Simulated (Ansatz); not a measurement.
# C₂H₇GeIn: one species, many methods

An exercise on one series of results from a longer session: the logs are not shown, and one member is left open.

Method: functionals in def2-TZVPP, the program's frozen cores in correlated methods; program: Ansatz 0.2.0, Gaussian basis.

Plan: LDA (SPW92), PBE-D4, revPBE-D4, BLYP-D4, r2SCAN-D4, B97M-V, PBE0-D4, B3LYP-D4, r2SCANh-D4, r2SCAN0-D4, HSE06-D4, BHLYP-D4, CAM-B3LYP-D4, LC-ωPBE, ωB97X-V, ωB97M-V, B2PLYP, PBE-QIDH; CCSD(T)/def2-SVP; CCSD(T)/def2-TZVPP; MP2/def2-QZVPP; extrapolation to the limit; RPA on PBE.

**The geometry**

All runs share one geometry, relaxed beforehand with PBE0-D4 in a triple-zeta def2 set. In takes the def2 core potential; no spin-orbit term is included.

11 atoms, charge 0, spin multiplicity 1.

Atoms are counted from 1 here; the program's logs count them from 0.

Bond lengths: C1–C2 1.335 Å, C1–H5 1.093 Å, C1–H6 1.091 Å, C2–In3 2.240 Å, C2–H7 1.093 Å, Ge4–H8 1.547 Å, Ge4–H9 1.531 Å, Ge4–H10 1.537 Å, Ge4–H11 1.531 Å. Angles: C2–C1–H5 122.2°, C2–C1–H6 123.8°, H5–C1–H6 114.0°, C1–C2–In3 116.6°, C1–C2–H7 116.3°, In3–C2–H7 127.1°, H8–Ge4–H9 109.4°, H8–Ge4–H10 107.6°, H8–Ge4–H11 108.8°, H9–Ge4–H10 109.9°, H9–Ge4–H11 111.0°, H10–Ge4–H11 110.1°.

Set-up of the first run:

Input file in.yaml:

```yaml
crystal:
  periodic: [false, false, false]
  atoms:
    - {symbol: C, position_ang: [-1.660344, 1.066037, -0.465466]}
    - {symbol: C, position_ang: [-0.388208, 1.418447, -0.664475]}
    - {symbol: In, position_ang: [0.625806, 0.542112, -2.459339]}
    - {symbol: Ge, position_ang: [1.171193, -1.398887, 0.880895]}
    - {symbol: H, position_ang: [-2.177816, 0.360783, -1.120353]}
    - {symbol: H, position_ang: [-2.275422, 1.446569, 0.351184]}
    - {symbol: H, position_ang: [0.033670, 2.131969, 0.047735]}
    - {symbol: H, position_ang: [1.590071, -1.207160, -0.595832]}
    - {symbol: H, position_ang: [1.385862, -0.088846, 1.643914]}
    - {symbol: H, position_ang: [2.059250, -2.503498, 1.476362]}
    - {symbol: H, position_ang: [-0.298764, -1.824326, 0.925676]}
basis:
  gaussian: {orbitals: def2-TZVPP}
hamiltonian: {xc: lda}
output: {orbitals: {seedname: orbitals}}
```

Launch:

```sh
$ ansatz run in.yaml --threads 4 --pin off --events-out ev --progress --plain --max-ram 10444MiB
```

Steps of the session up to this table: LDA; PBE-D4 (GGA); revPBE-D4 (GGA); BLYP-D4 (GGA); r2SCAN-D4 (meta-GGA); B97M-V (meta-GGA); B3LYP-D4 (hybrid); r2SCANh-D4 (hybrid); r2SCAN0-D4 (hybrid); HSE06-D4 (hybrid); BHLYP-D4 (hybrid); CAM-B3LYP-D4 (range-separated); LC-ωPBE (range-separated); ωB97X-V (range-separated); ωB97M-V (range-separated); B2PLYP (double hybrid); PBE-QIDH (double hybrid).

One of the session's tables, all rows but one given; the rest of the session is left out.

It belongs to the step «Frontier levels by functional». 

```
  functional  HOMO (eV)  LUMO (eV)  gap (eV)
 LDA (SPW92)      -4.82      -2.48      2.34
      PBE-D4      -4.65      -2.22      2.43
   revPBE-D4      -4.59      -2.11      2.48
     BLYP-D4      -4.55      -2.18      2.37
   r2SCAN-D4      -4.86      -2.05      2.81
      B97M-V      -4.79      -2.26      2.53
     PBE0-D4      -5.60      -1.55      4.05
    B3LYP-D4      -5.47      -1.80      3.67
  r2SCANh-D4      -5.22      -1.81      3.41
  r2SCAN0-D4      -5.76      -1.46      4.30
    HSE06-D4      -5.22      -1.91      3.31
    BHLYP-D4      -6.46      -0.93      5.53
CAM-B3LYP-D4      -6.81      -0.76      6.05
     LC-ωPBE      -7.94       0.26      8.20
     ωB97X-V      -7.68       0.13      7.81
     ωB97M-V          ?          ?         ?
```

**Question.** Estimate the row for ωB97M-V.

As computed: HOMO (eV): -7.63; LUMO (eV): -0.11; gap (eV): 7.52. In the column «HOMO (eV)» it lies between ωB97X-V (-7.68) and CAM-B3LYP-D4 (-6.81).
